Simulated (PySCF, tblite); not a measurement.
**BrH9NSi4 radical: geometry, infrared bands and EPR parameters**

What infrared bands and EPR parameters should BrH9NSi4 radical (`N[Si@H]([SiH3])[SiH][SiH2]Br`) show?

Programs: tblite 0.8.0 and PySCF 2.14.0, with density-fitted response routines of our own. Each step states its level of theory. These are calculated values for one molecule in the gas phase, unless marked as measured. Atoms count from 0, in the outputs and in this text.

### 1 The starting structure

15 atoms, charge 0, multiplicity 2; geometry from: force field or distance geometry start.

Bonds of the start (Å): N0–Si1 1.78, Si1–Si2 2.23, Si1–Si3 2.22, Si3–Si4 2.23, Si4–Br5 2.25, N0–H6 1.06, N0–H7 1.04, Si1–H8 1.46, Si2–H9 1.47, Si2–H10 1.45, Si2–H11 1.47, Si3–H12 1.44, Si4–H13 1.49, Si4–H14 1.46.

### 2 Optimising the geometry with GFN2-xTB

What the job is given:

```
{"job": {"kind": "relax", "xc": "GFN2-xTB", "basis": "xTB"}, "charge": 0, "multiplicity": 2}
N     -0.859000     1.746400     0.446700
Si    -0.934900     0.321500    -0.612200
Si    -2.057500    -1.265600     0.473100
Si     1.060800    -0.356300    -1.307300
Si     2.566200    -0.508200     0.336200
Br     3.653100     1.429400     0.685500
H     -1.811100     2.215500     0.412400
H     -0.175500     2.471200     0.149600
H     -1.708800     0.675700    -1.800800
H     -2.431300    -0.732900     1.790600
H     -1.234300    -2.449500     0.638300
H     -3.231300    -1.610200    -0.345200
H      1.602800     0.461800    -2.364000
H      3.593800    -1.479700    -0.126800
H      1.962800    -0.911000     1.601800
```

On the command line:

```
$ OMP_NUM_THREADS=1 python probes_run.py task.json out
```

This one command runs all jobs of the session in turn.

What it wrote:

```text
step      E/eV     max force
  0    -502.82892    1.685
  1    -502.96594    0.789
  2    -503.02951    0.665
  3    -503.06378    0.679
  4    -503.17294    0.985
  5    -503.23291    0.568
  6    -503.25871    0.437
  7    -503.27611    0.306
  8    -503.28772    0.318
  9    -503.29642    0.278
 10    -503.30435    0.231
 11    -503.30874    0.202
 12    -503.31168    0.138
 13    -503.31462    0.117
 14    -503.31776    0.147
 15    -503.32111    0.169
 16    -503.32409    0.142
 17    -503.32620    0.096
 18    -503.32752    0.080
 19    -503.32853    0.082
 20    -503.32957    0.091
 21    -503.33089    0.092
 22    -503.33249    0.101
 23    -503.33407    0.106
 24    -503.33537    0.104
 25    -503.33645    0.095
 26    -503.33750    0.081
 27    -503.33865    0.087
 28    -503.33987    0.101
 29    -503.34113    0.098
 30    -503.34253    0.099
 31    -503.34418    0.107
 32    -503.34590    0.096
 33    -503.34717    0.092
 34    -503.34788    0.081
 35    -503.34846    0.102
 36    -503.34924    0.090
 37    -503.35091    0.103
 38    -503.35179    0.078
 39    -503.35228    0.042
 40    -503.35247    0.046
 41    -503.35267    0.045
 42    -503.35310    0.070
 43    -503.35378    0.096
 44    -503.35446    0.084
 45    -503.35499    0.082
 46    -503.35534    0.065
 47    -503.35566    0.046
 48    -503.35601    0.054
 49    -503.35641    0.047
 50    -503.35678    0.041
 51    -503.35705    0.030
 52    -503.35721    0.075
 53    -503.35735    0.035
 54    -503.35753    0.030
 55    -503.35783    0.033
 56    -503.35794    0.032
 57    -503.35804    0.020
 58    -503.35810    0.021
 59    -503.35817    0.024
 60    -503.35827    0.034
 61    -503.35842    0.046
 62    -503.35861    0.047
 63    -503.35879    0.037
 64    -503.35896    0.040
 65    -503.35909    0.031
 66    -503.35920    0.028
 67    -503.35931    0.034
 68    -503.35946    0.037
 69    -503.35965    0.047
 70    -503.35985    0.043
 71    -503.36000    0.030
 72    -503.36010    0.026
 73    -503.36021    0.029
 74    -503.36042    0.053
 75    -503.36079    0.081
 76    -503.36140    0.107
 77    -503.36209    0.113
 78    -503.36286    0.094
 79    -503.36363    0.076
 80    -503.36414    0.072
 81    -503.36468    0.090
 82    -503.36577    0.117
 83    -503.36761    0.099
 84    -503.36874    0.095
 85    -503.36945    0.091
 86    -503.36990    0.063
 87    -503.37034    0.057
 88    -503.37087    0.070
 89    -503.37154    0.086
 90    -503.37274    0.103
 91    -503.37466    0.113
 92    -503.37286    0.232
 93    -503.37742    0.091
 94    -503.37856    0.041
 95    -503.37706    0.192
 96    -503.37942    0.042
 97    -503.37983    0.042
 98    -503.38032    0.137
 99    -503.38132    0.046
100    -503.38182    0.047
101    -503.38314    0.091
102    -503.38391    0.036
103    -503.38436    0.089
104    -503.38494    0.030
105    -503.38529    0.064
106    -503.38553    0.034
107    -503.38562    0.020
108    -503.38569    0.023
109    -503.38582    0.031
110    -503.38598    0.034
111    -503.38612    0.032
112    -503.38624    0.037
113    -503.38636    0.034
114    -503.38646    0.021
115    -503.38652    0.018
116    -503.38657    0.015
117    -503.38661    0.017
118    -503.38667    0.018
119    -503.38675    0.024
120    -503.38687    0.031
121    -503.38700    0.025
122    -503.38711    0.022
123    -503.38721    0.023
124    -503.38734    0.025
125    -503.38756    0.039
126    -503.38790    0.049
127    -503.38841    0.055
128    -503.38925    0.076
129    -503.39072    0.093
130    -503.39258    0.156
131    -503.38745    0.389
132    -503.39603    0.259
133    -503.39861    0.125
134    -503.40233    0.090
135    -503.40455    0.282
136    -503.40798    0.074
137    -503.41019    0.090
138    -503.41389    0.256
139    -503.41646    0.167
140    -503.42328    0.146
141    -503.43139    0.256
142    -503.43303    0.562
143    -503.41855    0.765
144    -503.44054    0.595
145    -503.44435    0.364
146    -503.45244    0.168
147    -503.45375    0.567
148    -503.45922    0.202
149    -503.46438    0.136
150    -503.46907    0.219
151    -503.47121    0.134
152    -503.47316    0.150
153    -503.47593    0.182
154    -503.47972    0.157
155    -503.48394    0.153
156    -503.48689    0.158
157    -503.49083    0.162
158    -503.49366    0.116
159    -503.49461    0.156
160    -503.49765    0.159
161    -503.50004    0.138
162    -503.50403    0.109
163    -503.50682    0.083
164    -503.50903    0.142
165    -503.51103    0.149
166    -503.51343    0.113
167    -503.51618    0.130
168    -503.51894    0.101
169    -503.52149    0.123
170    -503.52321    0.102
171    -503.52448    0.120
172    -503.52603    0.151
173    -503.52793    0.126
174    -503.52941    0.072
175    -503.53035    0.059
176    -503.53145    0.084
177    -503.53239    0.068
178    -503.53318    0.048
179    -503.53376    0.070
180    -503.53416    0.051
181    -503.53448    0.044
182    -503.53468    0.040
183    -503.53489    0.038
184    -503.53523    0.035
185    -503.53565    0.040
186    -503.53621    0.034
187    -503.53686    0.058
188    -503.53750    0.084
189    -503.53803    0.098
190    -503.53846    0.088
191    -503.53889    0.075
192    -503.53946    0.076
193    -503.54030    0.083
194    -503.54139    0.089
195    -503.54239    0.102
196    -503.54339    0.107
197    -503.54421    0.070
198    -503.54498    0.048
199    -503.54557    0.055
200    -503.54608    0.057
201    -503.54652    0.057
202    -503.54696    0.050
203    -503.54729    0.044
204    -503.54755    0.037
205    -503.54778    0.038
206    -503.54807    0.040
207    -503.54829    0.042
208    -503.54845    0.035
209    -503.54857    0.027
210    -503.54869    0.025
211    -503.54879    0.024
212    -503.54887    0.020
213    -503.54896    0.027
214    -503.54908    0.036
215    -503.54920    0.031
216    -503.54929    0.013
217    -503.54932    0.009
```

It took 2.1 s on 1 thread of Arm Neoverse V2, shared host.

Step by step: (not every step is listed)

| step | energy from step 0 (eV) | largest force (eV/Å) |
| --- | --- | --- |
| 0 | 0.0000 | 1.6847 |
| 1 | -0.1370 | 0.7888 |
| 2 | -0.2006 | 0.6652 |
| 3 | -0.2349 | 0.6788 |
| 4 | -0.3440 | 0.9850 |
| 5 | -0.4040 | 0.5676 |
| 6 | -0.4298 | 0.4371 |
| 7 | -0.4472 | 0.3061 |
| 8 | -0.4588 | 0.3185 |
| 28 | -0.5110 | 0.1012 |
| 48 | -0.5271 | 0.0539 |
| 68 | -0.5305 | 0.0371 |
| 88 | -0.5420 | 0.0697 |
| 108 | -0.5568 | 0.0229 |
| 128 | -0.5603 | 0.0760 |
| 148 | -0.6303 | 0.2023 |
| 168 | -0.6900 | 0.1014 |
| 188 | -0.7086 | 0.0836 |
| 208 | -0.7195 | 0.0352 |
| 212 | -0.7200 | 0.0200 |
| 213 | -0.7200 | 0.0275 |
| 214 | -0.7202 | 0.0361 |
| 215 | -0.7203 | 0.0307 |
| 216 | -0.7204 | 0.0127 |
| 217 | -0.7204 | 0.0086 |

Distances of close pairs at the start and the end, largest changes first:

| bond | before (Å) | after (Å) | change (Å) |
| --- | --- | --- | --- |
| Si1–Si3 | 2.219 | 2.321 | +0.102 |
| Si1–Si2 | 2.226 | 2.312 | +0.085 |
| Si3–Si4 | 2.234 | 2.295 | +0.061 |
| N0–H6 | 1.062 | 1.007 | -0.055 |
| N0–Si1 | 1.777 | 1.726 | -0.050 |
| Si3–H12 | 1.442 | 1.484 | +0.042 |
| N0–H7 | 1.040 | 1.009 | -0.031 |
| Si1–H8 | 1.462 | 1.492 | +0.030 |

The next job starts from the end point, and lists it.

### 3 Harmonic vibrations with GFN2-xTB

What the job is given:

```
{"job": {"kind": "ir", "xc": "GFN2-xTB", "basis": "xTB"}, "charge": 0, "multiplicity": 2}
N     -0.698747     1.334980     1.023058
Si    -0.874999     0.235392    -0.296193
Si    -2.857453    -0.916637    -0.001315
Si     1.093052    -0.980653    -0.110848
Si     3.206085    -0.106371    -0.302007
Br     2.980117     2.009288     0.503250
H     -1.486896     1.892949     1.307695
H      0.141650     1.884918     1.117992
H     -0.869920     0.937778    -1.612193
H     -3.833538    -0.213879     0.833389
H     -2.617766    -2.224847     0.613243
H     -3.502406    -1.172088    -1.291352
H      1.134815    -2.233322    -0.905422
H      3.967149     0.199874    -1.523304
H      4.214442    -0.639396     0.622094
```

What it wrote:

```text
mode    cm-1     km/mol
  1     -16.5      0.03
  2      26.9      2.26
  3      47.6      3.66
  4      54.4      2.34
  5      75.2      1.92
  6     130.0      4.92
  7     169.5      4.37
  8     190.4      2.75
  9     258.3     20.09
 10     293.8      6.90
 11     334.5     17.44
 12     349.5     16.92
 13     381.5     25.90
 14     424.8     38.97
 15     442.6     35.93
 16     472.5      4.79
 17     518.8    118.64
 18     555.2    425.54
 19     573.2    521.63
 20     603.1      9.64
 21     609.3     26.71
 22     649.8     67.36
 23     703.1    697.82
 24     786.0    712.86
 25     809.8    108.07
 26     812.9     98.37
 27     826.3     65.20
 28     845.6    236.86
 29     883.4     92.43
 30    1539.3     44.86
 31    1966.8    268.01
 32    2050.9    436.96
 33    2152.7    271.57
 34    2207.6    209.96
 35    2235.6    296.40
 36    2239.9    327.35
 37    2244.0    293.99
 38    3455.6      3.53
 39    3497.8      1.09
```

It took 0.72 s on 1 thread of Arm Neoverse V2, shared host.

Which atoms move in the most intense modes:

| cm⁻¹ | km/mol | atoms |
| --- | --- | --- |
| 555 | 425.5 | H8 37 %, H7 17 %, H6 16 %, Si3 11 % |
| 573 | 521.6 | H7 25 %, H12 21 %, H8 20 %, H6 16 % |
| 703 | 697.8 | H13 50 %, H14 37 % |
| 786 | 712.9 | H9 29 %, H10 26 %, H11 22 % |
| 2051 | 437.0 | H12 97 % |
| 2236 | 296.4 | H10 95 % |
| 2240 | 327.4 | H11 94 % |
| 2244 | 294.0 | H9 95 % |

### 4 EPR parameters: B3LYP/def2-TZVP-core+pcH-1

Same as in step 3 but for these lines:

```diff
@@ -1,2 +1,2 @@
-{"job": {"kind": "ir", "xc": "GFN2-xTB", "basis": "xTB"}, "charge": 0, "multiplicity": 2}
+{"job": {"kind": "epr", "basis": "pcH-1"}, "charge": 0, "multiplicity": 2}
 N     -0.698747     1.334980     1.023058
```

Level: UKS B3LYP, def2-TZVP-core on Br, pcH-1 on H N Si, non-relativistic, mean-field spin-orbit, GIAO.

What it wrote:

```text
UKS, coarse grid
  cycle   1  E = -3792.33034606  |g| = 1.59e+00
  cycle   2  E = -3792.26671450  |g| = 7.12e-01
  cycle   3  E = -3792.30094985  |g| = 5.47e-01
  cycle   4  E = -3792.41413563  |g| = 7.88e-02
  cycle   5  E = -3792.41523350  |g| = 1.87e-02
  cycle   6  E = -3792.41536546  |g| = 4.30e-03
  cycle   7  E = -3792.41537655  |g| = 1.08e-03
  cycle   8  E = -3792.41537824  |g| = 5.59e-04
UKS, final grid
  cycle   1  E = -3792.41541619  |g| = 5.27e-04
  cycle   2  E = -3792.41541610  |g| = 7.19e-04
  cycle   3  E = -3792.41541632  |g| = 2.93e-05
  cycle   4  E = -3792.41541632  |g| = 2.01e-05
E = -3792.41541632 Eh   <S^2> = 0.7529 (exact 0.7500)
g shifts (ppm)      1          2          3
  rmc          -118       -118       -118
  gc             14         31         24
  oz_so        -369       2520       4581
  total        -474       2434       4487
hyperfine (MHz)  atom isotope    a_iso     a_fc   dipolar eigenvalues
    0   14N       1.34       1.34     -0.19     -0.07      0.27
    1  29Si      -3.78      -3.80     -6.51      2.40      4.10
    2  29Si       1.05       1.05     -0.55     -0.06      0.61
    3  29Si    -322.93    -324.04   -171.09     84.54     86.55
    4  29Si     -11.08     -11.08     -5.39      0.67      4.72
    5  79Br      -0.83      -0.88     -4.88     -1.31      6.19
    6    1H      -1.81      -1.81     -1.19     -0.64      1.84
    7    1H       0.05       0.05     -1.88     -1.37      3.26
    8    1H      54.23      54.23     -2.65      0.09      2.56
    9    1H      -0.98      -0.98     -0.63     -0.44      1.06
   10    1H       0.20       0.20     -1.20     -0.96      2.16
   11    1H      -0.02      -0.02     -0.70     -0.54      1.25
   12    1H     -17.17     -17.19    -10.12      1.83      8.29
   13    1H      66.19      66.18     -1.94     -0.69      2.62
   14    1H       9.86       9.86     -2.28     -1.17      3.45
```

Run time: 5.4 min. Hardware: 1 thread of Arm Neoverse V2, shared host; peak memory 1.2 GiB.

Principal g values 2.00185, 2.00475, 2.00681; g(iso) = 2.00447, against 2.00232 for a free electron.

Mean a(iso) over the nuclei that a row names, and the largest dipolar term of the row (other rows stand at the frozen geometry):

| nuclei | isotope | a(iso) (MHz) | a(iso) (G, at g = 2.0023) | largest dipolar term (MHz) |
| --- | --- | --- | --- | --- |
| Si3 | 29Si | -322.9 | -115.2 | -171.1 |
| H13 | 1H | 66.2 | 23.6 | 2.6 |
| H8 | 1H | 54.2 | 19.4 | -2.7 |
| H12 | 1H | -17.2 | -6.1 | -10.1 |
| Si4 | 29Si | -11.1 | -4.0 | -5.4 |
| H14 | 1H | 9.9 | 3.5 | 3.5 |
| Si1 | 29Si | -3.8 | -1.3 | -6.5 |
| N0 | 14N | 1.3 | 0.5 | 0.3 |
| Si2 | 29Si | 1.0 | 0.4 | 0.6 |
| H6, H7 | 1H | -0.9 | -0.3 | 3.3 |
| Br5 | 79Br | -0.8 | -0.3 | 6.2 |
| H9, H10, H11 | 1H | -0.3 | -0.1 | 2.2 |

Mulliken spin populations:

N0 0.00; Si1 0.00; Si2 0.00; Si3 0.96; Si4 0.01; Br5 0.00; H6 0.00; H7 0.00; H8 0.03; H9 0.00; H10 0.00; H11 0.00; H12 -0.03; H13 0.03; H14 0.00

In first order the couplings over 0.8 MHz of 1H, 14N, 79Br give 576 distinct lines over 55.1 G, if the averaged nuclei exchange fast.

The fields below are evaluated on a grid from the run's orbitals.

ELF in a plane through or near 8 of the atoms.

Ten even steps from '0' (0.00) to '9' (1.00):
```
0000000000000000000000000000
0000000000000000000000000000
0000000000000000000000000000
0000012321000000551000000000
0000467776205724998000000000
0002688678408967997000000000
0003785428508942872006640000
0001576247401466510079994000
0000146774100178411499997000
0000023343234431377489996000
0000451718823983795437861000
0001573319467285673541210000
0000354158346152134333100000
0000012232578720014762100000
0000000001899940001320000000
0000000002999950000100000000
0000000001799930000000000000
0000000000134200000000000000
0000000000000000000000000000
0000000000000000000000000000
```
The map spans 13.4 Å across and 10.2 Å up, centred on the molecule. Atoms in the plane (x, y in Å): N0 (0.6, 1.7), Si2 (2.9, -0.6), Si3 (-1.0, -1.0), Si4 (-3.2, -0.5), H6 (1.3, 2.4), H7 (-0.3, 2.2), H9 (3.9, 0.5), H12 (-0.9, -2.5).

On the surface of density 0.002 e/bohr³ the electrostatic potential runs, from the 1st to the 99th percentile, from -0.90 V near N0 to 1.65 V near Si4.

The spin density lies nearest to Si3 69 %; H12 10 %.

### 5 Summary of results

| quantity | value |
| --- | --- |
| strongest single infrared mode (GFN2-xTB) | 786 cm⁻¹, 713 km/mol |
| zero-point energy (GFN2-xTB) | 52.1 kcal/mol |
| g(iso) (B3LYP) | 2.00447 |
| ⟨S²⟩ | 0.753 (exact 0.75) |
| largest a(iso) (averaged by class) | 29Si on Si3, -322.9 MHz |
| surface potential, 1st and 99th percentile | -0.90 V and 1.65 V |

What this shows: Relaxing lowered the energy by 0.720 eV in 217 steps; the close pair that moved most is Si1–Si3, from 2.219 to 2.321 Å. The lowest mode is slightly imaginary (16i cm⁻¹), a soft motion within the noise of the Hessian, so the minimum is not strictly shown. The strongest single mode, at 786 cm⁻¹, is spread over several atoms, H9, H10, H11 among them. GFN2-xTB is a fitted tight-binding method: band positions and strengths are rough. Its intensities can rank the bands wrongly. Si3 carries the largest spin population, 0.96 e. The isotropic g lies 2.1 ppt above the free-electron value. The hyperfine terms hold no scalar relativity, which the heavier nuclei need.
